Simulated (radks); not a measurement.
**Cu⁺ in [Ne] 3s2 3p4 3d10 4p2: an all-electron calculation**

An exercise on one series of results from a longer session: the logs are not shown, and one member is left open.

Program: radks (a radial shooting solver on a logarithmic mesh, Libxc functionals) version 1. Level of theory: scalar-relativistic Kohn-Sham, SCAN, spin-polarised, spherical densities, finite nucleus; open shells are filled with parallel spins first. These are calculated values, not measurements, unless marked.

## What is computed

| Item | Value |
| --- | --- |
| element | copper (Z = 29) |
| charge | +1 |
| electrons | 28 |
| configuration | [Ne] 3s2 3p4 3d10 4p2 |
| nuclear rms radius | 3.8823 fm |

The outer shells:

Cu⁺
```
[Ne] core
3s [↑↓]
3p [↑↓][↑ ][↑ ]
3d [↑↓][↑↓][↑↓][↑↓][↑↓]
4p [↑ ][↑ ][  ]
```

Set-up of the first run:

The run's settings:

```text
Z 29
configuration [Ne] 3s2 3p4 3d10 4p2 4s0 4d0
relativity scalar-relativistic
functional scan,scan
spin polarised
nucleus finite rms 3.8823 fm
c 137.035999084
```

The run is started by

```console
python run_ks.py task.json out
```

The same process makes all the runs of this session.

One of the session's tables, all rows but one given; the rest of the session is left out.

It belongs to the step «Orbitals and density». Sizes of the orbitals, from the radial functions (bohr):

```
  level      <r>  outermost maximum (interpolated)  90 % within  nodes
  1s up  0.05214                            0.0341       0.0931      0
1s down  0.05213                            0.0341       0.0931      0
  2s up   0.2347                             0.196        0.363      1
2s down   0.2347                             0.196        0.363      1
  2p up   0.2061                             0.158        0.337      0
2p down   0.2062                             0.158        0.337      0
  3s up        ?                                 ?            ?      ?
3s down   0.7056                             0.613         1.06      2
  3p up   0.7308                             0.615         1.12      1
3p down   0.7380                             0.618         1.14      1
  3d up   0.8517                             0.588         1.44      0
3d down   0.8672                             0.589         1.48      0
  4s up    2.266                              1.93         3.37      3
4s down    2.247                              1.90         3.36      3
  4p up    2.775                              2.31         4.17      2
4p down    2.868                              2.34         4.39      2
  4d up    4.781                              3.95         7.43      1
```

**Question.** Estimate the row for 3s up.

The run gave: <r>: 0.7009; outermost maximum (interpolated): 0.610; 90 % within: 1.05; nodes: 2. In the column «<r>» it lies between 2s down (0.2347) and 3s down (0.7056).
